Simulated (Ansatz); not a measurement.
# Sr2BeCl6: the cost of one run

Computed with Ansatz 0.2.0 (DFT PBE, scalar-relativistic, plane waves, PAW, unless a step's input says otherwise).

2 further runs of the same task are left out: 1 that didn't finish, 1 set aside as unsound or not needed.

### 1 The system as given

It takes space group Fm-3m (No. 225, cubic). Conventional cell: a = 9.234 Å, b = 9.234 Å, c = 9.234 Å, α = 90.00°, β = 90.00°, γ = 90.00°. Sr (site symmetry -43m) has 12 Cl at 3.26 Å as nearest neighbours. Around Be (site symmetry m-3m) lie 6 Cl at 2.31 Å. Cl (site symmetry 4mm) has 1 Be at 2.31 Å and 4 Sr at 3.26 Å as nearest neighbours.

As a file:

```
Sr Be Cl
1.0
     0.00000    4.61724    4.61724
     4.61724    0.00000    4.61724
     4.61724    4.61724    0.00000
Sr Be Cl
2 1 6
Direct
  0.25000 0.25000 0.25000
  0.75000 0.75000 0.75000
  0.00000 0.00000 0.00000
  0.75000 0.25000 0.25000
  0.25000 0.75000 0.75000
  0.25000 0.75000 0.25000
  0.75000 0.25000 0.75000
  0.25000 0.25000 0.75000
  0.75000 0.75000 0.25000
```

A structure generator made this guess: ordered vacancies on the cation sites of perovskite (Fm-3m, No. 225). Lengths come from tabulated atomic sizes and are only a guess.

### 2 The guess as it stands, on a coarse mesh

File input.yaml:

```yaml
crystal:
  lattice:
    - [0.0, 4.6172381, 4.6172381]
    - [4.6172381, 0.0, 4.6172381]
    - [4.6172381, 4.6172381, 0.0]
  atoms:
    - { symbol: Sr, position: [0.25, 0.25, 0.25] }
    - { symbol: Sr, position: [0.75, 0.75, 0.75] }
    - { symbol: Be, position: [0.0, 0.0, 0.0] }
    - { symbol: Cl, position: [0.75, 0.25, 0.25] }
    - { symbol: Cl, position: [0.25, 0.75, 0.75] }
    - { symbol: Cl, position: [0.25, 0.75, 0.25] }
    - { symbol: Cl, position: [0.75, 0.25, 0.75] }
    - { symbol: Cl, position: [0.25, 0.25, 0.75] }
    - { symbol: Cl, position: [0.75, 0.75, 0.25] }
basis:
  ecutwfc: 420
kpoints:
  mp_grid: { grid: [4, 4, 4] }
hamiltonian:
  xc: pbe
scf:
  occupations: { method: gaussian, width: 0.1 }
  lower_state_search: "off"
output:
  forces: true
  stress: true
  eigenvalues: true
```

On the command line:

```sh
ansatz run input.yaml --threads 1 --pin off --max-ram 2048MiB --backend cpu --events-out ev --progress --plain --runs-dir out
```

What time and memory should one allow on 1 thread of Arm Neoverse V1, shared host?

About 5.1 s, with a peak of 0.4 GiB.
